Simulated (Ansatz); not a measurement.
# LaSiS2O: a short molecular-dynamics run

Aim: set LaSiS2O (a randomly packed cell, 10 atoms, not relaxed) in motion for 30 steps of 0.5 fs under a Langevin thermostat at 1200 K, and see how temperature, energy and positions respond.

Method: DFT PBE, plane waves, PAW, scalar-relativistic, no spin polarisation, in Ansatz 0.2.0.

## 1. The starting structure

The cell holds 10 atoms (La2O2S4Si2): a = 5.797 Å, b = 6.178 Å, c = 5.902 Å, α = 102.76°, β = 87.92°, γ = 87.51°.

Coordinates:

```xyz
10
Lattice="5.7920 0.1047 0.2225 0.1732 6.1618 -0.4189 0.0066 -0.9112 5.8309" Properties=species:S:1:pos:R:3 pbc="T T T"
La    2.4516   -0.0889    3.5913
La    0.9559    4.9621   -0.0374
Si    3.3682    2.0371    5.7404
Si    5.3418    0.6960    2.7714
S     2.0343    3.0196    3.0573
S     5.4187    2.6279    1.3352
S     5.1155    0.3886    5.1618
S     3.5760    0.0683    0.7030
O     3.4665    1.9143    1.8692
O     0.4641    1.8971    4.0569
```

## 2. Molecular dynamics

input.yaml reads:

```yaml
crystal:
  lattice:
    - [5.792009, 0.104663, 0.222525]
    - [0.173194, 6.161773, -0.418878]
    - [0.006579, -0.911196, 5.830937]
  atoms:
    - { symbol: La, position: [0.420563, 0.067862, 0.604736] }
    - { symbol: La, position: [0.140777, 0.809766, 0.04638] }
    - { symbol: Si, position: [0.566394, 0.468345, 0.996498] }
    - { symbol: Si, position: [0.916843, 0.164231, 0.452097] }
    - { symbol: S, position: [0.33368, 0.566059, 0.552262] }
    - { symbol: S, position: [0.922001, 0.444199, 0.225711] }
    - { symbol: S, position: [0.876947, 0.176004, 0.864426] }
    - { symbol: S, position: [0.616837, 0.015113, 0.098102] }
    - { symbol: O, position: [0.587702, 0.34848, 0.323169] }
    - { symbol: O, position: [0.066939, 0.413645, 0.722918] }
kpoints:
  mp_grid: { grid: [3, 3, 3] }
magnetization:
  spin_polarized: false
scf:
  occupations: { method: gaussian, width: 0.1 }
hamiltonian:
  pseudopotentials: { kind: paw }
  xc: pbe
basis:
  ecutwfc: 420
md:
  timestep: 0.5
  n_steps: 30
  ensemble: nvt_langevin
  temperature: 1200.0
  initial_velocities: maxwell_boltzmann
  seed: 145608
```

On the command line:

```sh
> ansatz run input.yaml --threads 2 --pin off --max-ram 2560MiB --backend cpu --events-out ev --progress --plain --runs-dir out
```

Output, shortened:

```text
Warning: md: disabling space-group detection — thermal motion breaks the input geometry's symmetry, so no spatial operation reduces the k-mesh or symmetrises the density; time reversal is kept, so that k and −k are solved as one point where they differ and the mesh holds both, and exact [...]
Warning: RAYON_NUM_THREADS=2 ignored (pool sized by the plan → 2); use --threads N
[...]
Pseudopotentials: kind: paw
Pseudopotential: La, paw, valence charge 11, recommended cutoff 420 eV (normal), La.paw.azcp
Pseudopotential: Si, paw, valence charge 4, recommended cutoff 420 eV (normal), Si.paw.azcp
Pseudopotential: S, paw, valence charge 6, recommended cutoff 420 eV (normal), S.paw.azcp
Pseudopotential: O, paw, valence charge 6, recommended cutoff 420 eV (normal), O.paw.azcp
Functional definition: PBE
[...]
Crystal: 10 atoms, lattice volume = 205.740 Å³
Basis set: ecut = 420 eV, 4031 PW (Γ), exchange–correlation on 80×90×80 points (8 copies of the dense FFT grid, shifted against one another)
Bands: 43, of which v1, the nominal top of the filled ones, is band 33 counted from 1 (32 counted from 0)
Symmetry: 1 space group operations
k-points: 14 of 27 (time reversal used)
[...]
SCF iter   1: F=—  HF=-18512.349425 eV  |F-HF|=—  |Δ(HF+E_count)|=         —  Δρ=7.41e-3  dr2=8.91e-2  ethr=1.77e-3  ⟨swp⟩=6.8  Hψ=2824  notcnv=0
[...]
md step     0: t =     0.00 fs  T =  1080.0 K  F+E_penalty+E_count = -18512.34154105 eV  E_kin = 1.396008 eV  (9 SCF iters)
[...]
md step     1: t =     0.50 fs  T =  1081.3 K  F+E_penalty+E_count = -18512.38037226 eV  E_kin = 1.397694 eV  (8 SCF iters)
[...]
SCF iter   4: F=—  HF=-18512.423317 eV  |F-HF|=—  |Δ(HF+E_count)|=   1.85e-5  Δρ=8.67e-5  dr2=2.49e-5  ethr=1.91e-7  ⟨swp⟩=2.0  Hψ=827  notcnv=0
```

## 3. More of the same log

The log, continued, shortened:

```text
SCF iter   5: F=—  HF=-18512.423445 eV  |F-HF|=—  |Δ(HF+E_count)|=   1.29e-4  Δρ=3.12e-5  dr2=2.89e-6  ethr=3.77e-8  ⟨swp⟩=2.7  Hψ=833  notcnv=0
[...]
md step     2: t =     1.00 fs  T =  1069.7 K  F+E_penalty+E_count = -18512.42336340 eV  E_kin = 1.382669 eV  (8 SCF iters)
[...]
md step     9: t =     4.50 fs  T =  1198.9 K  F+E_penalty+E_count = -18512.80584732 eV  E_kin = 1.549656 eV  (4 SCF iters)
[...]
md step    16: t =     8.00 fs  T =  1444.6 K  F+E_penalty+E_count = -18513.34688107 eV  E_kin = 1.867344 eV  (4 SCF iters)
[...]
md step    23: t =    11.50 fs  T =  2139.7 K  F+E_penalty+E_count = -18514.07106151 eV  E_kin = 2.765800 eV  (5 SCF iters)
[...]
md step    29: t =    14.50 fs  T =  2631.4 K  F+E_penalty+E_count = -18514.82700426 eV  E_kin = 3.401306 eV  (6 SCF iters)
[...]
md step    30: t =    15.00 fs  T =  2745.3 K  F+E_penalty+E_count = -18514.95917505 eV  E_kin = 3.548604 eV  (9 SCF iters)
NSCF: frozen V_eff on 14 k-points
[...]
SCF converged after 9 iterations
Free energy (F): -18514.959175 eV
[...]
E sigma→0 (E₀):  -18514.939358 eV
Entropy (-TS):   -0.039635 eV (-3.963 meV/atom)
Fermi energy:    8.507007 eV
[...]
--- Forces (eV/Å), atoms counted from 1 ---
  atom   1  La     0.62907376     0.71449488    -0.65886368
  atom   2  La    -0.53732129    -1.58150589     0.08524040
  atom   3  Si     0.74310223    -0.35232403     3.68722054
  atom   4  Si     0.81984498     1.84328540     0.18369893
  atom   5  S      0.52345690     2.26249617    -0.31454721
  atom   6  S      0.45951591     1.57701207    -0.03350314
  atom   7  S      0.36456124    -0.75854792    -1.69657796
  atom   8  S     -0.85546158    -2.05777910    -0.24793341
[...]
--- Band table (eV; the first three rows and the last of 14) ---
[...]
--- MD trajectory: 30 steps, t = 0.0 → 15.0 fs ---
  final state: T = 2745.3 K   F+E_penalty+E_count = -18514.95917505 eV   E_kin = 3.548604 eV
```

It took 4.7 min on 2 threads of Arm Neoverse N1, shared host; peak memory 0.53 GiB.

## 4. The trajectory

The trajectory, every 2 steps (energies from step 0); msd is the mean square displacement from the start, the centre of mass held:

```csv
time (fs),T (K),potential energy change (meV/atom),msd O (Å²),msd S (Å²),msd Si (Å²),msd La (Å²)
0.0,1080,0.0,0.000,0.000,0.000,0.000
1.0,1070,-8.2,0.000,0.000,0.000,0.000
2.0,1137,-17.8,0.001,0.000,0.000,0.000
3.0,1197,-28.5,0.002,0.001,0.001,0.000
4.0,1200,-40.0,0.004,0.001,0.001,0.000
5.0,1198,-53.2,0.006,0.002,0.002,0.000
6.0,1275,-67.5,0.008,0.003,0.003,0.001
7.0,1378,-83.3,0.012,0.005,0.004,0.001
8.0,1445,-100.5,0.016,0.006,0.005,0.001
9.0,1587,-119.3,0.020,0.008,0.006,0.001
10.0,1741,-139.7,0.026,0.010,0.008,0.001
11.0,1951,-161.4,0.032,0.013,0.010,0.002
12.0,2239,-185.0,0.039,0.016,0.013,0.002
13.0,2428,-210.2,0.048,0.020,0.016,0.002
14.0,2535,-235.5,0.058,0.025,0.020,0.002
15.0,2745,-261.8,0.069,0.030,0.024,0.003
```

time (fs), T (K) and a bar:
```
      0.0       1080 
      0.5       1081 
      1.5       1123 #
      2.0       1137 #
      2.5       1209 ##
      3.5       1191 ##
      4.0       1200 ##
      4.5       1199 ##
      5.0       1198 ##
      6.0       1275 ####
      6.5       1307 ####
      7.0       1378 #####
      8.0       1445 #######
      8.5       1499 ########
      9.0       1587 #########
     10.0       1741 ############
     10.5       1827 #############
     11.0       1951 ################
     11.5       2140 ###################
     12.5       2352 #######################
     13.0       2428 ########################
     13.5       2407 ########################
     14.5       2631 ############################
     15.0       2745 ##############################
```

Pair distribution over the second half of the run:

```csv
r (Å),g S–S,g Si–S
0.68,0.00,0.00
0.84,0.00,0.00
1.00,0.00,0.00
1.16,0.00,0.00
1.32,0.00,0.00
1.48,0.00,0.00
1.64,0.00,0.00
1.80,0.00,0.00
1.96,0.00,0.00
2.12,0.00,0.00
2.28,0.96,1.89
2.44,2.95,5.81
2.60,1.71,1.01
2.76,0.00,0.00
```

First peaks of g(r) (not always the tallest), and, where a minimum follows, the mean number of second-named atoms round a first-named one up to the next minimum:

```csv
pair,peak (Å),height,minimum (Å),neighbours
S–S,2.44,3.0,-,-
Si–S,2.44,5.8,-,-
```

## 5. Positions and forces

Extended XYZ, with forces in eV/Å:

```xyz
10
Lattice="5.792 0.105 0.223 0.173 6.162 -0.419 0.007 -0.911 5.831" Properties=species:S:1:pos:R:3:forces:R:3 pbc="T T T" time_fs=2.0 T=1137 dE=-0.1777
La    2.452   -0.085    3.596    0.655    0.987   -0.103
La    0.952    4.964   -0.046   -0.639   -1.624   -0.412
Si    3.383    2.021    5.741    1.138   -0.517    2.029
Si    5.346    0.695    2.777    0.544    1.850    0.605
S     2.032    3.032    3.061    0.066    1.718    0.121
S     5.439    2.635    1.346    1.453    1.669    0.423
S     5.099    0.382    5.176    0.290    0.297   -2.147
S     3.580    0.054    0.698   -1.425   -2.888    0.000
O     3.434    1.919    1.868   -1.374    0.174    0.144
O     0.469    1.884    4.040   -0.707   -1.665   -0.661
10
Lattice="5.792 0.105 0.223 0.173 6.162 -0.419 0.007 -0.911 5.831" Properties=species:S:1:pos:R:3:forces:R:3 pbc="T T T" time_fs=4.0 T=1200 dE=-0.3995
La    2.453   -0.081    3.602    0.676    0.964   -0.212
La    0.947    4.965   -0.055   -0.629   -1.643   -0.323
Si    3.397    2.004    5.742    1.139   -0.510    2.267
Si    5.350    0.698    2.785    0.531    1.892    0.608
S     2.026    3.045    3.066    0.176    1.763    0.014
S     5.458    2.646    1.357    1.384    1.707    0.371
S     5.084    0.378    5.186    0.330    0.229   -2.184
S     3.586    0.038    0.695   -1.360   -2.820    0.027
O     3.398    1.922    1.866   -1.461    0.184    0.076
O     0.479    1.863    4.026   -0.787   -1.765   -0.644
10
Lattice="5.792 0.105 0.223 0.173 6.162 -0.419 0.007 -0.911 5.831" Properties=species:S:1:pos:R:3:forces:R:3 pbc="T T T" time_fs=5.5 T=1213 dE=-0.6017
La    2.454   -0.078    3.607    0.681    0.941   -0.294
La    0.945    4.965   -0.061   -0.625   -1.648   -0.259
Si    3.405    1.990    5.745    1.141   -0.500    2.453
Si    5.351    0.703    2.791    0.544    1.913    0.584
S     2.022    3.057    3.070    0.264    1.802   -0.068
S     5.472    2.656    1.365    1.295    1.730    0.330
S     5.075    0.376    5.189    0.349    0.160   -2.175
S     3.590    0.022    0.692   -1.305   -2.754    0.038
O     3.369    1.922    1.865   -1.497    0.195    0.024
O     0.483    1.847    4.016   -0.846   -1.839   -0.634
10
Lattice="5.792 0.105 0.223 0.173 6.162 -0.419 0.007 -0.911 5.831" Properties=species:S:1:pos:R:3:forces:R:3 pbc="T T T" time_fs=7.5 T=1374 dE=-0.9174
La    2.455   -0.073    3.610    0.669    0.908   -0.385
La    0.941    4.965   -0.067   -0.619   -1.650   -0.179
Si    3.420    1.974    5.753    1.138   -0.494    2.706
Si    5.348    0.711    2.799    0.590    1.925    0.542
S     2.014    3.075    3.075    0.358    1.864   -0.161
S     5.488    2.673    1.377    1.145    1.752    0.267
S     5.063    0.372    5.191    0.365    0.043   -2.141
S     3.593   -0.004    0.690   -1.231   -2.650    0.038
O     3.329    1.922    1.859   -1.499    0.220   -0.073
O     0.488    1.825    4.004   -0.915   -1.918   -0.614
10
Lattice="5.792 0.105 0.223 0.173 6.162 -0.419 0.007 -0.911 5.831" Properties=species:S:1:pos:R:3:forces:R:3 pbc="T T T" time_fs=9.5 T=1670 dE=-1.2931
La    2.457   -0.068    3.612    0.659    0.863   -0.465
La    0.936    4.965   -0.074   -0.603   -1.646   -0.108
Si    3.435    1.955    5.765    1.106   -0.482    2.972
Si    5.348    0.719    2.803    0.643    1.930    0.499
S     2.009    3.094    3.076    0.428    1.936   -0.234
S     5.509    2.689    1.388    0.978    1.745    0.196
S     5.053    0.370    5.187    0.372   -0.115   -2.076
S     3.592   -0.034    0.692   -1.148   -2.520    0.005
O     3.292    1.924    1.848   -1.459    0.269   -0.214
O     0.493    1.798    3.987   -0.976   -1.980   -0.574
10
Lattice="5.792 0.105 0.223 0.173 6.162 -0.419 0.007 -0.911 5.831" Properties=species:S:1:pos:R:3:forces:R:3 pbc="T T T" time_fs=11.0 T=1951 dE=-1.6141
La    2.458   -0.064    3.612    0.648    0.823   -0.522
La    0.933    4.965   -0.078   -0.589   -1.636   -0.055
Si    3.445    1.938    5.779    1.054   -0.466    3.178
Si    5.348    0.727    2.807    0.698    1.925    0.442
S     2.003    3.110    3.077    0.469    2.013   -0.276
S     5.525    2.701    1.395    0.847    1.722    0.140
S     5.045    0.369    5.183    0.370   -0.256   -1.995
S     3.591   -0.060    0.694   -1.078   -2.411   -0.042
O     3.264    1.926    1.837   -1.391    0.305   -0.343
O     0.492    1.774    3.974   -1.029   -2.018   -0.526
10
Lattice="5.792 0.105 0.223 0.173 6.162 -0.419 0.007 -0.911 5.831" Properties=species:S:1:pos:R:3:forces:R:3 pbc="T T T" time_fs=13.0 T=2428 dE=-2.1016
La    2.458   -0.060    3.613    0.637    0.770   -0.595
La    0.930    4.963   -0.084   -0.566   -1.616    0.019
Si    3.460    1.913    5.802    0.929   -0.425    3.454
Si    5.346    0.741    2.812    0.777    1.899    0.343
S     1.998    3.135    3.077    0.507    2.139   -0.312
S     5.550    2.718    1.405    0.660    1.669    0.060
S     5.033    0.368    5.178    0.369   -0.488   -1.867
S     3.587   -0.099    0.695   -0.972   -2.246   -0.134
O     3.224    1.930    1.818   -1.251    0.352   -0.549
O     0.487    1.738    3.950   -1.090   -2.054   -0.419
10
Lattice="5.792 0.105 0.223 0.173 6.162 -0.419 0.007 -0.911 5.831" Properties=species:S:1:pos:R:3:forces:R:3 pbc="T T T" time_fs=15.0 T=2745 dE=-2.6176
La    2.459   -0.056    3.613    0.629    0.714   -0.659
La    0.927    4.960   -0.091   -0.537   -1.582    0.085
Si    3.474    1.889    5.828    0.743   -0.352    3.687
Si    5.348    0.754    2.816    0.820    1.843    0.184
S     1.993    3.163    3.076    0.523    2.262   -0.315
S     5.578    2.732    1.415    0.460    1.577   -0.034
S     5.020    0.369    5.168    0.365   -0.759   -1.697
S     3.580   -0.141    0.698   -0.855   -2.058   -0.248
O     3.185    1.936    1.799   -1.054    0.379   -0.751
O     0.476    1.700    3.923   -1.093   -2.026   -0.254
```

## 6. What came out

| quantity | value |
| --- | --- |
| length | 30 steps of 0.5 fs |
| temperature, first and last step | 1080 and 2745 K |
| temperature, second half | mean 2036 K, from 1374 to 2745 K |
| potential energy, second half | -171 meV/atom from the start |
| mean square displacement, second half | O 0.037, S 0.015, Si 0.012, La 0.002 Å² |

What this shows: Against a set 1200 K the second half averages 2036 K, going from 1374 to 2745 K over that half; the potential energy of that half lies 171 meV/atom under the start, so the atoms have moved to lower-lying arrangements, and the energy set free heats the cell. Over the second half O atoms stand 0.2 Å (root mean square) from where they began, and the farthest move is 0.3 Å. 15 fs on 10 atoms is far too short and small for converged averages.
